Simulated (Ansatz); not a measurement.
# C2H8MgN2: how energies converge with the basis set

One table from this session's results is given with a row withheld; the runs are named, their logs left out.

The runs use Ansatz 0.2.0, Gaussian basis; one geometry, several basis sets.

Plan: PBE0-D4/def2-SVP; ωB97M-V/def2-SVP; PBE0-D4/def2-QZVPP; ωB97M-V/def2-QZVPP; the functionals' def2-TZVPP values are taken from earlier runs.

## The relaxed structure

The geometry comes from an earlier relaxation with PBE0-D4 in a triple-zeta def2 set; it is a stationary point, not always the lowest conformer.

SMILES `C[N](C)[Mg][NH2]`, 13 atoms, charge 0, spin multiplicity 1.

Atoms are counted from 1 here; the program's logs count them from 0.

Bond lengths: C1–N2 1.438 Å, C1–H6 1.104 Å, C1–H7 1.104 Å, C1–H8 1.096 Å, N2–C3 1.438 Å, N2–Mg4 1.897 Å, C3–H9 1.104 Å, C3–H10 1.096 Å, C3–H11 1.104 Å, Mg4–N5 1.884 Å, N5–H12 1.009 Å, N5–H13 1.009 Å. Angles: N2–C1–H6 112.4°, N2–C1–H7 112.4°, N2–C1–H8 111.6°, H6–C1–H7 106.3°, H6–C1–H8 106.9°, H7–C1–H8 106.9°, C1–N2–C3 110.5°, C1–N2–Mg4 124.7°, C3–N2–Mg4 124.7°, N2–C3–H9 112.4°, N2–C3–H10 111.6°, N2–C3–H11 112.4°, H9–C3–H10 106.9°, H9–C3–H11 106.3°, H10–C3–H11 106.9°, N2–Mg4–N5 180.0°, Mg4–N5–H12 126.4°, Mg4–N5–H13 126.4° and more.

The first run:

in.yaml

```yaml
crystal:
  periodic: [false, false, false]
  atoms:
    - {symbol: C, position_ang: [-1.344760, -1.134476, 0.189932]}
    - {symbol: N, position_ang: [-0.064586, -0.489936, 0.071625]}
    - {symbol: C, position_ang: [0.997427, -1.453164, 0.183834]}
    - {symbol: Mg, position_ang: [0.187896, 1.370949, -0.196260]}
    - {symbol: N, position_ang: [0.438706, 3.219424, -0.462360]}
    - {symbol: H, position_ang: [-1.467415, -1.651901, 1.157686]}
    - {symbol: H, position_ang: [-1.505699, -1.897303, -0.592066]}
    - {symbol: H, position_ang: [-2.168184, -0.415941, 0.107181]}
    - {symbol: H, position_ang: [0.982282, -1.985293, 1.151267]}
    - {symbol: H, position_ang: [1.982466, -0.980691, 0.096454]}
    - {symbol: H, position_ang: [0.944728, -2.230660, -0.598505]}
    - {symbol: H, position_ang: [0.533515, 3.920853, 0.256535]}
    - {symbol: H, position_ang: [0.504025, 3.693440, -1.350523]}
basis:
  gaussian: {orbitals: def2-SVP}
hamiltonian: {xc: pbe0, dispersion: d4}
output: {orbitals: {seedname: orbitals}}
```

On the command line:

```bash
ansatz run in.yaml --threads 4 --pin off --events-out ev --progress --plain --max-ram 10444MiB
```

Among the steps run: PBE0-D4 in def2-SVP; ωB97M-V in def2-SVP; PBE0-D4 in def2-QZVPP; ωB97M-V in def2-QZVPP.

One of the session's tables, all rows but one given; the rest of the session is left out.

It belongs to the step «Functionals by basis». 

| functional | basis | HOMO (eV) |
| --- | --- | --- |
| PBE0-D4 | def2-SVP | -5.26 |
| PBE0-D4 | def2-TZVPP | -5.36 |
| PBE0-D4 | def2-QZVPP | ? |
| ωB97M-V | def2-SVP | -7.56 |
| ωB97M-V | def2-TZVPP | -7.66 |
| ωB97M-V | def2-QZVPP | -7.69 |

Q: Estimate the row for PBE0-D4, def2-QZVPP from the others.

The run gave: HOMO (eV): -5.38. In the column «HOMO (eV)» it lies between ωB97M-V, def2-SVP (-7.56) and PBE0-D4, def2-TZVPP (-5.36).
